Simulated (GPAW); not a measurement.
**NiMoIrPdW in GPAW: the effect of functional**

Crystal: NiMoIrPdW.

```xyz
5
Lattice="4.1171 0.0000 0.0000 -2.0585 3.5655 0.0000 0.0000 0.0000 5.4458" Properties=species:S:1:pos:R:3 pbc="T T T"
Ni    0.0000    0.0000    5.2157
Mo    2.0585    1.1885    5.2367
Pd    2.0585    1.1885    2.5211
Ir    0.0000    2.3770    3.9521
W     0.0000    2.3770    1.2875
```

The cell was built by a generator and needn't be a form met in nature.

Alike in all runs:

```yaml
Program: GPAW 26.7.0
Task: band structure
Cutoff: 600 eV
Basis: pw
k_mesh: 5 × 5 × 4
Occupations: fermi-dirac, width 0.05 eV
Spin: collinear spin, ferromagnetic start
Starting_moments: "[1.0, 1.0, 0.0, 0.6, 0.0] μB"
```

| functional | potentials or basis | pressure (GPa) | largest force (eV/Å) |
| --- | --- | --- | --- |
| LDA | the program's PAW data sets (release 1.2.1) made for this functional | -13.4 | 0.14 |
| PBEsol | PAW data sets generated in the run's folder for this functional | -7.9 | 0.12 |
| RPBE | the program's PAW data sets (release 1.2.1) made for this functional | 4.2 | 0.22 |
| revPBE | the program's PAW data sets (release 1.2.1) made for this functional | 3.1 | 0.21 |
| BLYP | PAW data sets generated in the run's folder for this functional | ? | ? |

What does the run with functional BLYP give?

Pressure 8.8 GPa; largest force 0.31 eV/Å.

Caveats: the stock nickel data set gives pressures a few GPa off other programs.

Runs at the PBE level aren't shown here.
